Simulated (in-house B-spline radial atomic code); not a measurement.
# Nb³⁴⁺: Hartree-Fock with and without relativity

Aim: what relativity does to the energy, levels and radii of Nb³⁴⁺.

Program: in-house B-spline radial atomic code version 1. Level of theory: Hartree-Fock averaged over the configuration, non-relativistic (point nucleus) and Dirac-Coulomb (finite nucleus); spherical all-electron atom at the radial basis limit. These are calculated values, not measurements, unless marked.

### 1 The atom as given

```
element       : niobium (Z = 41)
charge        : +34
electrons     : 7
configuration : [He] 2s2 2p3
nucleus       : point (non-relativistic run); Fermi, rms radius 4.324 fm (Dirac runs)
```

Outer shells as boxes (Hund's rule):

[He] 2s2 2p3
```
[He] core
2s [↑↓]
2p [↑ ][↑ ][↑ ]
```

The boxes draw the filling by Hund's rule, which heavy ions in jj coupling don't follow; these runs average over all states of the configuration.

### 2 Non-relativistic run

Input settings:

```ini
Z = 41
electrons = 7.0
configuration = [He] 2s2 2p3
hamiltonian = nr
method = hf
spin_polarised = False
```

### 3 Dirac-Coulomb run

Input settings:

```ini
Z = 41
electrons = 7.0
configuration = [He] 2s2 2p3
hamiltonian = dirac
method = hf
spin_polarised = False
nucleus = fermi
rms_radius = 4.324
mass_number = 93
atomic_mass = 92.90637317
speed_of_light = 137.035999084
```

### 4 Dirac-Coulomb run in the lowest jj configuration, 1s2 2s2 2p-2 2p+1

In configurations, a minus sign after the shell means j = l − 1/2 and a plus sign j = l + 1/2; the count of electrons follows.

The settings differ from step 3 so:

```diff
@@ -2,3 +2,3 @@
 electrons = 7.0
-configuration = [He] 2s2 2p3
+configuration = 1s2 2s2 2p-2 2p+1
 hamiltonian = dirac
```

Q: How much does each shell's level and mean radius change with the Dirac Hamiltonian, and the total energy?

The runs gave:

Levels and radii; the Dirac values are averaged over j with the occupations as weights.

| shell | ε non-rel. (eV) | ε Dirac (eV) | <r> non-rel. (bohr) | <r> Dirac (bohr) | change of <r> (%) |
| --- | --- | --- | --- | --- | --- |
| 1s | -21026.4 | -21504.4 | 0.03706 | 0.03595 | -3.00 |
| 2s | -4657.41 | -4789.51 | 0.1555 | 0.1506 | -3.14 |
| 2p | -4532.07 | -4581.51 | 0.1321 | 0.1299 | -1.65 |

**Reading.** Relativity and the finite nucleus together change the total energy by -55.09 hartree (-2.2 %). First-order perturbation theory (mass-velocity plus Darwin) gives -51.47 hartree, which is 93 % of the full shift. The strongest contraction, averaged over j, is that of 2s (-3.14 %). Spin-orbit coupling splits the 2p level by 106.85 eV. The lowest jj configuration lies 102.04 eV below the average over the whole configuration. Breit terms add 1.47 hartree and QED terms 1.45 hartree.
